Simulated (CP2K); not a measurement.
# C2HCl2Si (SMILES C#C[Si](Cl)Cl) at PM3

Aim: the energy change on altering one bond length of C2HCl2Si at PM3, from 2 runs. 

Program for the calculation: CP2K 2026.2.

4 further runs of the same task are left out: 1 that didn't finish, 3 set aside as unsound or not needed.

### Step 1. Starting point

The species is C2HCl2Si (6 atoms), meant as a doublet with charge 0. As SMILES, `C#C[Si](Cl)Cl`. The shape is that of a PBE0-D4/def2-TZVP optimisation.

Bond lengths: C1–C2 1.208 Å, C2–Si3 1.804 Å, Si3–Cl4 2.043 Å, Si3–Cl5 2.043 Å, C1–H6 1.066 Å. Angles: C1–C2–Si3 172.9°, C2–Si3–Cl4 109.7°, C2–Si3–Cl5 109.7°, Cl4–Si3–Cl5 110.2°, C2–C1–H6 179.0°.

### Step 2. The energy at PM3

Input file job.inp:

```
&GLOBAL
  PROJECT_NAME job
  RUN_TYPE ENERGY
  PRINT_LEVEL MEDIUM
&END GLOBAL

&FORCE_EVAL
  METHOD Quickstep
  &DFT
    MULTIPLICITY 2
    UKS T
    &QS
      METHOD PM3
      EPS_DEFAULT 1.0E-10
      &SE
        &COULOMB
          CUTOFF [angstrom] 50
          RC_RANGE [angstrom] 0
        &END COULOMB
        &EXCHANGE
          CUTOFF [angstrom] 50
          RC_RANGE [angstrom] 0
        &END EXCHANGE
      &END SE
    &END QS
    ! cluster boundary conditions
    &POISSON
      PERIODIC NONE
      POISSON_SOLVER ANALYTIC
    &END POISSON
    &SCF
      SCF_GUESS ATOMIC
      EPS_SCF 1.0E-06
      MAX_SCF 80
      ADDED_MOS 4
      &DIAGONALIZATION
        ALGORITHM STANDARD
      &END DIAGONALIZATION
      &MIXING
        METHOD DIRECT_P_MIXING
        ALPHA 0.4
      &END MIXING
    &END SCF
    ! extra output
    &PRINT
      &MOMENTS
        PERIODIC F
        REFERENCE COM
        MAX_MOMENT 1
      &END MOMENTS
      &MO ON
        ENERGIES T
        OCCUPATION_NUMBERS T
        NDIGITS 6
        &EACH
          QS_SCF 0
        &END EACH
        ADD_LAST NUMERIC
      &END MO
      &HIRSHFELD OFF
      &END HIRSHFELD
    &END PRINT
  &END DFT
  ! structure
  &SUBSYS
    &CELL
      ABC 11.9 10.8 11.9
      PERIODIC NONE
    &END CELL
    &COORD
      C      1.324500     0.483500     1.111500
      C      0.521500     0.095400     0.297200
      Si    -0.504400    -0.583800    -1.021800
      Cl    -1.914000    -1.830600    -0.226100
      Cl    -1.406000     0.937000    -2.046300
      H      2.020400     0.834500     1.839400
    &END COORD
    &TOPOLOGY
      &CENTER_COORDINATES
      &END CENTER_COORDINATES
    &END TOPOLOGY
  &END SUBSYS
&END FORCE_EVAL
```

Launch:

```bash
OMP_NUM_THREADS=1 cp2k.psmp job.inp > job.out
```

Output:

```text
CP2K| version string:                                       CP2K version 2026.2
[...]
 GLOBAL| Method name                                                        CP2K
[...]
 GLOBAL| Run type                                                         ENERGY
[...]
                             - Atoms:                                          6
[...]
                             - Spherical basis functions:                     21
[...]
 Number of electrons:                                                         14
[...]
     1 P_Mix/Diag. 0.40E+00    0.0     0.41044486       -30.5685889616 -3.06E+01
[...]
    24 DIIS/Diag.  0.73E-07    0.0     0.00000050       -35.2319234864 -1.22E-12
  *** SCF run converged in    24 steps ***
  Core-core repulsion energy [eV]:                           1335.40372857413558
  Core Hamiltonian energy [eV]:                             -1453.55988344258071
  Two-electron integral energy [eV]:                        -1681.10647824748253
  Electronic energy [eV]:                                   -2294.11312256632209
  Total energy [eV]:                                         -958.70939399218639
  Atomic reference energy [eV]:                               958.00608920345439
  Heat of formation [kcal/mol]:                               -16.21859500595389
[...]
 SE_DIPOLE| Moment [Debye]         -2.26517729      -0.04393437      -0.70028321
 SE_DIPOLE| Derivative [a.u.]       0.00000000       0.00000000       0.00000000
 ENERGY| Total FORCE_EVAL ( QS ) energy [hartree]            -35.231923486360856
[...]
```

Run time: 2.8 s. Hardware: 1 thread of AMD EPYC (Zen 3), shared host; peak memory 0.29 GiB.

### Step 3. The distorted shape

Input file qs.inp:

```
&GLOBAL
    PROJECT_NAME qs
    RUN_TYPE ENERGY
    PRINT_LEVEL MEDIUM
&END

&FORCE_EVAL
    METHOD QUICKSTEP
    &DFT
        CHARGE 0
        MULTIPLICITY 2
        SPIN_POLARIZED T
        &QS
            METHOD PM3
            EPS_DEFAULT 1.0E-10
            &SE
                &COULOMB
                    CUTOFF [angstrom] 50
                    RC_RANGE [angstrom] 0
                &END
                &EXCHANGE
                    CUTOFF [angstrom] 50
                    RC_RANGE [angstrom] 0
                &END
            &END
        &END
        &POISSON
            PERIODIC NONE
            POISSON_SOLVER ANALYTIC
        &END
        &SCF
            SCF_GUESS ATOMIC
            EPS_SCF 1.0E-06
            MAX_SCF 80
            ADDED_MOS 4
            &DIAGONALIZATION
                ALGORITHM STANDARD
            &END
            &MIXING
                METHOD DIRECT_P_MIXING
                ALPHA 0.4
            &END
        &END
        &PRINT
            &MOMENTS
                PERIODIC F
                REFERENCE COM
                MAX_MOMENT 1
            &END
            &MO ON
                ENERGIES T
                OCCUPATION_NUMBERS T
                NDIGITS 6
                &EACH
                    QS_SCF 0
                &END
                ADD_LAST NUMERIC
            &END
            &HIRSHFELD OFF
            &END
        &END
    &END
    &SUBSYS
        &CELL
            ABC [angstrom] 12.2 10.9 12.3
            PERIODIC NONE
        &END
        &COORD
            C      1.632278     0.687265     1.507210
            C      0.829278     0.299165     0.692910
            Si    -0.504400    -0.583800    -1.021800
            Cl    -1.914000    -1.830600    -0.226100
            Cl    -1.406000     0.937000    -2.046300
            H      2.328178     1.038265     2.235110
        &END
        &TOPOLOGY
            &CENTER_COORDINATES
            &END
        &END
    &END
&END
```

Launch:

```bash
OMP_NUM_THREADS=1 cp2k.psmp -i qs.inp > qs.out 2>&1
```

Output:

```text
CP2K| version string:                                       CP2K version 2026.2
[...]
 GLOBAL| Method name                                                        CP2K
[...]
 GLOBAL| Run type                                                         ENERGY
[...]
                             - Atoms:                                          6
[...]
                             - Spherical basis functions:                     21
[...]
 Number of electrons:                                                         14
[...]
     1 P_Mix/Diag. 0.40E+00    0.0     0.44756438       -30.6368473985 -3.06E+01
[...]
    23 DIIS/Diag.  0.36E-06    0.0     0.00000050       -35.1664061583 -8.90E-12
  *** SCF run converged in    23 steps ***
  Core-core repulsion energy [eV]:                           1265.78292450384720
  Core Hamiltonian energy [eV]:                             -1451.86198605948698
  Two-electron integral energy [eV]:                        -1541.69503054431630
  Electronic energy [eV]:                                   -2222.70950133164479
  Total energy [eV]:                                         -956.92657682779793
  Atomic reference energy [eV]:                               958.00608920345439
  Heat of formation [kcal/mol]:                                24.89414874631162
[...]
 SE_DIPOLE| Moment [Debye]         -0.58811613       0.91997454       1.23342092
 SE_DIPOLE| Derivative [a.u.]       0.00000000       0.00000000       0.00000000
 ENERGY| Total FORCE_EVAL ( QS ) energy [hartree]            -35.166406158253380
[...]
```

Wall time 2.6 s (1 thread of AMD EPYC (Zen 3), shared host); peak memory 0.29 GiB.

### Step 4. What came out

At PM3:

| quantity | value |
| --- | --- |
| first shape: total energy | -35.23192 Eh |
| first shape: dipole moment | 2.37 D |
| first shape: HOMO energy (highest over α and β) | -8.28 eV |
| first shape: LUMO energy (lowest over α and β) | -2.35 eV |
| first shape: heat of formation | -16.2 kcal/mol |
| distorted shape: total energy | -35.16641 Eh |
| distorted shape: dipole moment | 1.65 D |
| distorted shape: HOMO energy (highest over α and β) | -8.76 eV |
| distorted shape: LUMO energy (lowest over α and β) | -2.94 eV |
| distorted shape: heat of formation | 24.9 kcal/mol |
| energy change with the C2–Si3 bond stretched from 1.804 to 2.345 Å | 1.783 eV |

**Reading.** With the C2–Si3 bond stretched from 1.804 to 2.345 Å the energy rises by 1.78 eV (172 kJ/mol). The first shape isn't relaxed at this level, so the change isn't measured from a minimum.
